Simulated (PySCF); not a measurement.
# BTe with other numerical set-ups

Which parts of the numerical set-up matter for BTe? Each run edits the base script.

Method: method and basis as typed in the scripts; program: PySCF 2.14.0.

**1. The starting structure**

BTe: 2 atoms, charge 0, spin multiplicity 2.

Bond lengths: B1–Te2 2.135 Å.

**2. The run that the others are compared with**

File input.py:

```python
from pyscf import gto, dft

mol = gto.M(
    atom='B 0 0 0; Te 0 0 2.135',
    basis='x2c-svpall',
    charge=0,
    spin=1,
    verbose=4,
)
mf = dft.UKS(mol, xc='revpbe')
mf = mf.sfx2c1e()
mf.kernel()
mf.stability(internal=True, external=True)
mf.dip_moment()
print('orbital energies (hartree):', [e[max(0, n-3):n+3].round(4) for e, n in zip(mf.mo_energy, mol.nelec)])
```

Run with:

```sh
> OMP_NUM_THREADS=1 python input.py
```

Its log is not repeated here.

In short: E(SCF) = -6817.711371 Eh, 11 cycles, ⟨S²⟩ = 0.779, μ = 0.23 D, internal stable; real -> complex stable; UHF/UKS -> GHF/GKS unstable.

The bond length is a typed value, not an optimised one.

**3. Crenbl (core potential on, X2C off)**

Edit 1 changes basis set: x2c-svpall → crenbl; core potential: off → on; spin-free X2C: on → off. The core potential changes with it: totals don't compare.

File input.py:

```python
from pyscf import gto, dft

mol = gto.M(
    atom='B 0 0 0; Te 0 0 2.135',
    basis='crenbl',
    ecp={'B': 'crenbl', 'Te': 'crenbl'},
    charge=0,
    spin=1,
    verbose=4,
)
mf = dft.UKS(mol, xc='revpbe')
mf.kernel()
mf.stability(internal=True, external=True)
mf.dip_moment()
print('orbital energies (hartree):', [e[max(0, n-3):n+3].round(4) for e, n in zip(mf.mo_energy, mol.nelec)])
```

Run with:

```sh
> OMP_NUM_THREADS=1 python input.py
```

**4. 3-21g (X2C off)**

Edit 2 changes basis set: x2c-svpall → 3-21g; spin-free X2C: on → off.

Edit input.py of step 2 so:

```diff
@@ -4,3 +4,3 @@
     atom='B 0 0 0; Te 0 0 2.135',
-    basis='x2c-svpall',
+    basis='3-21g',
     charge=0,
@@ -10,3 +10,2 @@
 mf = dft.UKS(mol, xc='revpbe')
-mf = mf.sfx2c1e()
 mf.kernel()
```

**Question.** What will these runs give? Wanted: for each run, E(SCF); from base; gap, α spin; SCF dipole; after the SCF.

**Answer**, as computed:

```
                                run  E(SCF) (hartree)  from base (eV)  cycles  gap, α spin (eV)  SCF dipole (D)  functions                 after the SCF
                               base      -6817.711371               0      11              2.94            0.23         50  unstable: UHF/UKS -> GHF/GKS
crenbl (core potential on, X2C off)        -99.282702  not comparable      15              2.97            0.37         48  unstable: UHF/UKS -> GHF/GKS
                    3-21g (X2C off)      -6609.595361  not comparable      10              3.09            0.08         40  unstable: UHF/UKS -> GHF/GKS
```

**Reading.** Total energies from different bases, Hamiltonians or methods carry different errors, so properties are taken as differences within one set-up.
